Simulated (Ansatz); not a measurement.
# Fe4Pt: the cost of one run

Method: DFT PBE, scalar-relativistic, plane waves, PAW, unless a step names another level, in Ansatz 0.2.0.

2 further runs of the same task are left out: 1 that didn't finish, 1 set aside as unsound or not needed.

## Step 1: The structure to begin with

It takes space group I4/m (No. 87, tetragonal). The conventional cell has a = 6.609 Å, b = 6.609 Å, c = 2.911 Å, α = 90.00°, β = 90.00°, γ = 90.00°. Fe (site symmetry m) has 9 Fe at 2.49 to 2.91 Å and 3 Pt at 2.62 to 2.88 Å as nearest neighbours. Pt (site symmetry 4/m) is surrounded by 12 Fe at 2.62 to 2.88 Å and 2 Pt at 2.91 Å.

As a file:

```
CELL_PARAMETERS angstrom
-3.30436 3.30436 1.45537
3.30436 -3.30436 1.45537
3.30436 3.30436 -1.45537
ATOMIC_POSITIONS crystal
Fe 0.31187 0.89316 0.20503
Fe 0.68813 0.10684 0.79497
Fe 0.89316 0.68813 0.58129
Fe 0.10684 0.31187 0.41871
Pt 0.50000 0.50000 0.00000
```

It is the end of an earlier relaxation with the same method, from a generated guess; it is a trial structure. At a tolerance of 0.05 Å it has space group I4/m (No. 87); it has 12.71 Å³/atom, an uncorrected energy of -0.08 eV/atom over the elements.

## Step 2: Bands, states and charges

Input file input.yaml:

```yaml
crystal:
  lattice:
    - [-3.3043552003, 3.3043552003, 1.4553651296]
    - [3.3043552003, -3.3043552003, 1.4553651296]
    - [3.3043552003, 3.3043552003, -1.4553651296]
  atoms:
    - { symbol: Fe, position: [0.3118699696, 0.8931582166, 0.2050281861], spin: 2.99 }
    - { symbol: Fe, position: [0.6881300304, 0.1068417834, 0.7949718139], spin: 2.99 }
    - { symbol: Fe, position: [0.8931582166, 0.6881300304, 0.581288247], spin: 2.99 }
    - { symbol: Fe, position: [0.1068417834, 0.3118699696, 0.418711753], spin: 2.99 }
    - { symbol: Pt, position: [0.5, 0.5, 0.0], spin: 0.57 }
basis:
  ecutwfc: 420
kpoints:
  mp_grid: { grid: [14, 14, 14] }
  band_path:
    path:
      - [[0.0, 0.0, 0.0], [-0.5, 0.5, 0.0], [-0.5, 0.5, 0.5], [0.0, 0.0, 0.0], [-0.29849651, -0.29849651, 0.29849651]]
      - [[-0.70150349, 0.29849651, 0.70150349], [-0.5, 0.5, 0.5]]
      - [[-0.5, 0.5, 0.0], [-0.75, 0.25, 0.25], [-0.5, 0.0, 0.5], [0.0, 0.0, 0.0]]
    npoints: 14
hamiltonian:
  xc: pbe
scf:
  occupations: { method: gaussian, width: 0.1 }
  n_extra_bands: 12
output:
  forces: true
  stress: true
  eigenvalues: true
  populations: true
  dos: { projected: true, de: 0.02, nscf_kmesh: { grid: [17, 17, 17] } }
  bader: true
  write_density: true
  write_potential: true
  elf: true
  volumetric_format: npy
magnetization:
  spin_polarized: true
checkpoint:
  read: start.run
  write: ck
  compress: false
  write_wavefunctions: false
  write_every: 100000
```

Command:

```console
$ ansatz run input.yaml --threads 4 --pin off --max-ram 8192MiB --backend cpu --events-out ev --progress --plain --runs-dir out
```

**Question.** How long does this run take on 4 threads of Arm Neoverse N1, shared host, and how much memory does it need?

About 2.6 min, with a peak of 1.9 GiB.
